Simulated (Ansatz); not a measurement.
# Ge, space group Cmmm: a relaxation of cell and ions

With Ansatz's Python interface.

Input file `ge.xyz`:
```text
1
Lattice="1.397149 -2.600516 0.0 1.397149 2.600516 0.0 0.0 0.0 2.698231" Properties=species:S:1:pos:R:3 pbc="T T T"
Ge    1.39714900    0.00000000    0.00000000
```

Typed at the interpreter:
```pycon
>>> import json
>>> import ansatz
>>> from ase import Atoms
>>> from ase.data import atomic_numbers
>>> from ase.neighborlist import neighbor_list
>>> import numpy as np
>>> import spglib
>>> def edges_and_angles(cell):
...     cell = np.asarray(cell)
...     a, b, c = np.linalg.norm(cell, axis=1)
...     cosines = cell[1] @ cell[2] / (b * c), cell[0] @ cell[2] / (a * c), cell[0] @ cell[1] / (a * b)
...     return (a, b, c, *np.degrees(np.arccos(cosines)))
...
>>> crystal = ansatz.Crystal.from_extxyz("ge.xyz")
>>> crystal.resolved().sites[-1]
Site(symbol='Ge', position=(0.5, 0.5, 0.0), moment=None, axis=None, held=None, saved=None)
>>> # every cell quantity that the symmetry leaves free
>>> setup = (
...     crystal.calculation()
...     .kpoints(mesh=(12, 12, 11), center="gamma")
...     .occupations("fermi_dirac", width=0.15)
...     .functional(ansatz.Functional.PBESOL)
...     .pseudopotentials("paw")
...     .relax(cell=True)
...     .density_of_states(energy_step=0.1, method="smearing", broadening_width=0.1, projected=True)
... )
>>> out = setup.run(threads=1, backend="cpu", events_out="ge.ndjson")
DeckWarning: basis.ecutwfc = 420 eV, auto-derived from the records' recommended cutoffs: set by Ge (normal level)
>>> with open("ge.ndjson") as stream:
...     events = [json.loads(line) for line in stream]
...
>>> steps = [e["data"] for e in events if e["event"] == "relax_step"]
>>> r = out.report
>>> [(site.symbol, site.position_frac.round(4).tolist()) for site in out.lattice.sites]
[(<Element.GE: 'Ge'>, [0.5, 0.5, 0.0])]
>>> r["n_iterations"], r["closed_by"]
(5, 'deck_thresholds')
>>> r["kpoints_frac"][:4]
[[0.0, 0.0, 0.0], [0.0, 0.0, 0.09090909090909091], [0.0, 0.0, 0.18181818181818182], [0.0, 0.0, 0.2727272727272727]]
>>> for s in steps:
...     flag = "" if s["accepted"] else "  (rejected)"
...     print("step %2d  E = %.5f eV  largest force component = %.4f eV/A%s" % (s["step"], s["lagrangian_ev"], s["allowed_force_max_ev_ang"], flag))
...
step  1  E = -4253.30833 eV  largest force component = 0.0000 eV/A
step  2  E = -4253.33068 eV  largest force component = 0.0000 eV/A
step  3  E = -4253.33420 eV  largest force component = 0.0000 eV/A
step  4  E = -4253.33519 eV  largest force component = 0.0000 eV/A
step  5  E = -4253.33494 eV  largest force component = 0.0000 eV/A
>>> first, last = steps[0], steps[-1]
>>> symbols = [site.symbol for site in out.lattice.sites]
>>> print(f"energy gained {first['lagrangian_ev'] - last['lagrangian_ev']:.4f} eV in {len(steps) - 1} steps")
energy gained 0.0266 eV in 4 steps
>>> for label, vectors in (("before", first["cell_ang"]), ("after", out.lattice.cell_ang)):
...     print(label, "a b c (A) {:.4f} {:.4f} {:.4f}  angles {:.2f} {:.2f} {:.2f}".format(*edges_and_angles(vectors)), f" V = {abs(np.linalg.det(vectors)):.3f} A^3")
...
before a b c (A) 2.9521 2.9521 2.6982  angles 90.00 90.00 123.51  V = 19.607 A^3
after a b c (A) 2.8242 2.8242 2.6612  angles 90.00 90.00 119.99  V = 18.385 A^3
>>> print("final stress xx yy zz (GPa, compression positive):", np.round(np.diag(r["stress_gpa"]), 3) + 0.0)
final stress xx yy zz (GPa, compression positive): [0.003 0.018 0.029]
>>> fractions = [site.position_frac for site in out.lattice.sites]
>>> numbers = [atomic_numbers[s] for s in symbols]
>>> for tolerance in (1e-3, 1e-2, 1e-1):
...     print(f"space group at {tolerance} A:", spglib.get_spacegroup((out.lattice.cell_ang, fractions, numbers), symprec=tolerance))
...
space group at 0.001 A: P6/mmm (191)
space group at 0.01 A: P6/mmm (191)
space group at 0.1 A: P6/mmm (191)
>>> print("relaxed fractional positions")
relaxed fractional positions
>>> for site in out.lattice.sites:
...     print(f"  {site.symbol:2s}", " ".join(f"{v % 1:8.5f}" for v in np.round(site.position_frac, 5)))
...
  Ge  0.50000  0.50000  0.00000
>>> final = Atoms(symbols, positions=last["positions_ang"], cell=out.lattice.cell_ang, pbc=True)
>>> i, j, d = neighbor_list("ijd", final, 4.5)
>>> print("neighbours within 1.1 times the shortest distance of each atom (A)")
neighbours within 1.1 times the shortest distance of each atom (A)
>>> for atom in range(len(final)):
...     near = [m for m in np.argsort(d) if i[m] == atom]
...     shell = [m for m in near if d[m] < 1.1 * d[near[0]]]
...     print(f"{symbols[atom]}{atom} ({len(shell)}):", ", ".join(f"{symbols[j[m]]} {d[m]:.3f}" for m in shell))
...
Ge0 (8): Ge 2.661, Ge 2.661, Ge 2.824, Ge 2.824, Ge 2.824, Ge 2.824, Ge 2.825, Ge 2.825
>>> print("%-22s %14.5f eV" % ("F = E - TS", r["free_energy_ev"]))
F = E - TS                -4253.33494 eV
>>> print("%-22s %14.5f eV" % ("E", r["internal_energy_ev"]))
E                         -4253.30763 eV
>>> print("%-22s %14.5f eV" % ("Harris-Foulkes", r["harris_foulkes_ev"]))
Harris-Foulkes            -4253.33494 eV
>>> print("%-22s %14.5f eV" % ("Fermi level", r["fermi_energy_ev"]))
Fermi level                  11.21965 eV
>>> dos = out.density_of_states()
>>> energy = np.asarray(dos.energies_ev) - dos.fermi_ev
>>> projected = out.projected_density_of_states()
>>> # electrons in each projected shell, from the curves below the Fermi level
>>> step = energy[1] - energy[0]
>>> for index, site in enumerate(projected.sites):
...     for shell in site.shells:
...         curve = sum(np.sum(part.g_bin_mean_per_ev, axis=0) for part in shell.curves)
...         print(f"site {index} {site.species:2s} {shell.label:3s} filled {curve[energy <= 0].sum() * step:7.3f}  at E_F {np.interp(0, energy, curve):7.3f} /eV")
...
site 0 Ge 4S  filled   1.545  at E_F   0.104 /eV
site 0 Ge 4P  filled   2.401  at E_F   0.283 /eV
site 0 Ge 3D  filled   9.997  at E_F   0.000 /eV
```

Total energies depend on the potentials; only differences at equal settings carry meaning. A total without «per atom» is that of the whole cell that was run. The mesh is modest for a metal, so energies can be off by several to tens of meV an atom and pressures by half a GPa or more; differences at equal mesh fare better. The zero of the levels is a convention of the potentials, so an absolute Fermi energy is no work function. Projections exist only for the shells that the potentials hold, some of them semicore, and samples at single energies can miss narrow peaks. Energies along a relaxation are free energies. Rows at an unchanged volume are solved on a plane-wave basis chosen afresh for that cell, so the energy can jump there; the script counts such rows among its steps. A Fermi-Dirac width this large means warm electrons, whose thermal share enters the free energy. Edges and angles are those of the cell as typed, here a primitive one, not of the conventional cell. The cell relaxed to the group P6/mmm; tensors and edges are in the axes of the typed cell. This isn't the structure that Ge takes at ambient conditions. Warnings are shown shortened and without file and line. The computed bands are complete only to about 5.5 eV above the Fermi level; beyond that the density of states is undercounted. Hardware and time: 14 s on 1 thread of Arm Neoverse V2, on a shared host, peak memory 0.45 GiB.
